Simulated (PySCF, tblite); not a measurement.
# C4H9BrOSi2: geometry, infrared bands and NMR shifts

What infrared bands and NMR shifts should C4H9BrOSi2 (`COC1=C(C)[Si@@H](Br)[SiH2]1`) show?

Programs: tblite 0.8.0 and PySCF 2.14.0, with density-fitted response routines of our own. Each step states its level of theory. These are calculated values for one molecule in the gas phase, unless marked as measured. Atoms are numbered from 0 throughout.

## Step 1: Starting geometry

17 atoms, charge 0, multiplicity 1; geometry from: force field or distance geometry start.

Bonds of the start (Å): C0–O1 1.44, O1–C2 1.46, C2–C3 1.28, C3–C4 1.54, C3–Si5 1.77, Si5–Br6 2.24, Si5–Si7 2.15, Si7–C2 1.76, C0–H8 1.12, C0–H9 1.12, C0–H10 1.10, C4–H11 1.10, C4–H12 1.11, C4–H13 1.09, Si5–H14 1.49, Si7–H15 1.48, Si7–H16 1.49.

## Step 2: Relaxing the molecule with GFN2-xTB

Job settings and geometry (Å):

```
{"job": {"kind": "relax", "xc": "GFN2-xTB", "basis": "xTB"}, "charge": 0, "multiplicity": 1}
C      2.463500     0.159900    -0.670400
O      1.171400     0.094500    -1.300200
C      0.052500    -0.343600    -0.470300
C     -0.704000     0.438500     0.202800
C     -0.575500     1.967600     0.333200
Si    -1.855400    -0.685900     0.940300
Br    -3.968300    -0.676100     0.192600
Si    -0.575700    -1.964900    -0.212200
H      3.237900     0.502600    -1.406200
H      2.402800     0.954400     0.110600
H      2.798000    -0.804900    -0.265100
H     -1.375100     2.271400     1.021000
H     -0.744300     2.311900    -0.706100
H      0.432200     2.239600     0.638900
H     -1.737500    -0.917200     2.410800
H      0.268000    -2.936100     0.526000
H     -1.297500    -2.599800    -1.355600
```

On the command line:

```console
$ OMP_NUM_THREADS=1 python probes_run.py task.json out
```

This one command runs all jobs of the session in turn.

**Question.** This job is followed by: GFN2-xTB harmonic vibrations, gas phase; GIAO PBE0/pcSseg-1 NMR shielding, non-relativistic, gas phase. What will the session give for the following? strongest single infrared mode (GFN2-xTB); zero-point energy (GFN2-xTB); ¹³C shifts against TMS (PBE0/pcSseg-1); ¹H shifts against TMS (PBE0/pcSseg-1, means over atoms taken as alike); ¹⁷O shifts against H2O (PBE0/pcSseg-1); ²⁹Si shifts against TMS (PBE0/pcSseg-1); ⁷⁹Br shifts against HBr (PBE0/pcSseg-1).

The runs gave:

```
                                                              quantity                             value
                             strongest single infrared mode (GFN2-xTB)             2236 cm⁻¹, 418 km/mol
                                          zero-point energy (GFN2-xTB)                     72.6 kcal/mol
                                ¹³C shifts against TMS (PBE0/pcSseg-1)      178.9, 151.6, 59.9, 15.7 ppm
¹H shifts against TMS (PBE0/pcSseg-1, means over atoms taken as alike)  6.11, 5.05, 5.01, 3.95, 2.03 ppm
                                ¹⁷O shifts against H2O (PBE0/pcSseg-1)                         139.1 ppm
                               ²⁹Si shifts against TMS (PBE0/pcSseg-1)                  -14.8, -55.0 ppm
                               ⁷⁹Br shifts against HBr (PBE0/pcSseg-1)                           -60 ppm
```

In words: Over 220 steps the energy fell by 1.847 eV; of the close pairs, Si5–Si7 changed most, 2.145 to 2.324 Å. All 45 modes are real, so the xTB geometry is a minimum. The strongest single mode, at 2236 cm⁻¹, moves mainly H14. GFN2-xTB is a fitted tight-binding method: band positions and strengths are rough. Its intensities can rank the bands wrongly. C2 (alkene carbon bearing oxygen) lies farthest downfield among carbon, at 178.9 ppm; an sp2 carbon further deshielded by the attached heteroatom. At PBE0/pcSseg-1: The largest span, 406 ppm, is at Br6, where the paramagnetic term is -443 ppm. Spin-orbit coupling is left out, which matters for shieldings and couplings at and beside the heavy atoms.
